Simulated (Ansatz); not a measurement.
# V2Br: the cost of one run

Program: Ansatz 0.2.0. Level of theory: DFT PBE, scalar-relativistic, plane waves, PAW. These are calculated values, not measurements.

**1. The system as given**

The structure is hexagonal, space group P6/mmm (No. 191). Conventional cell: a = 3.817 Å, b = 3.817 Å, c = 4.121 Å, α = 90.00°, β = 90.00°, γ = 120.00°. Around V (site symmetry -6m2) lie 3 V at 2.20 Å and 6 Br at 3.02 Å. Br (site symmetry 6/mmm) is surrounded by 12 V at 3.02 Å.

Coordinates:

```xyz
3
Lattice="3.8168 0.0000 0.0000 -1.9084 3.3055 0.0000 0.0000 0.0000 4.1212" Properties=species:S:1:pos:R:3 pbc="T T T"
V     0.0000    2.2037    2.0606
V     1.9084    1.1018    2.0606
Br    0.0000    0.0000    0.0000
```

(A quick probe on a coarse mesh, which set the mesh and smearing, is not shown.)

**3. Coarse relaxation**

File input.yaml:

```yaml
crystal:
  lattice:
    - [3.8168427255, 0.0, 0.0]
    - [-1.9084213628, 3.3054827626, 0.0]
    - [0.0, 0.0, 4.1211757003]
  atoms:
    - { symbol: V, position: [0.3333333333, 0.6666666667, 0.5] }
    - { symbol: V, position: [0.6666666667, 0.3333333333, 0.5] }
    - { symbol: Br, position: [0.0, 0.0, 0.0] }
basis:
  ecutwfc: 420
kpoints:
  mp_grid: { grid: [6, 6, 4] }
hamiltonian:
  xc: pbe
scf:
  occupations: { method: gaussian, width: 0.1 }
  lower_state_search: "off"
output:
  forces: true
  stress: true
  eigenvalues: true
relax:
  adjacent_minimum: "off"
  f_tol: 0.04
  max_steps: 70
  cell: { stress_tol: 0.4 }
```

Launch:

```console
> ansatz run input.yaml --threads 1 --pin off --max-ram 2560MiB --backend cpu --events-out ev --progress --plain --runs-dir out
```

**Question.** How long does this run take on 1 thread of Arm Neoverse V2, shared host, and how much memory does it need?

About 24 s, with a peak of 0.32 GiB.
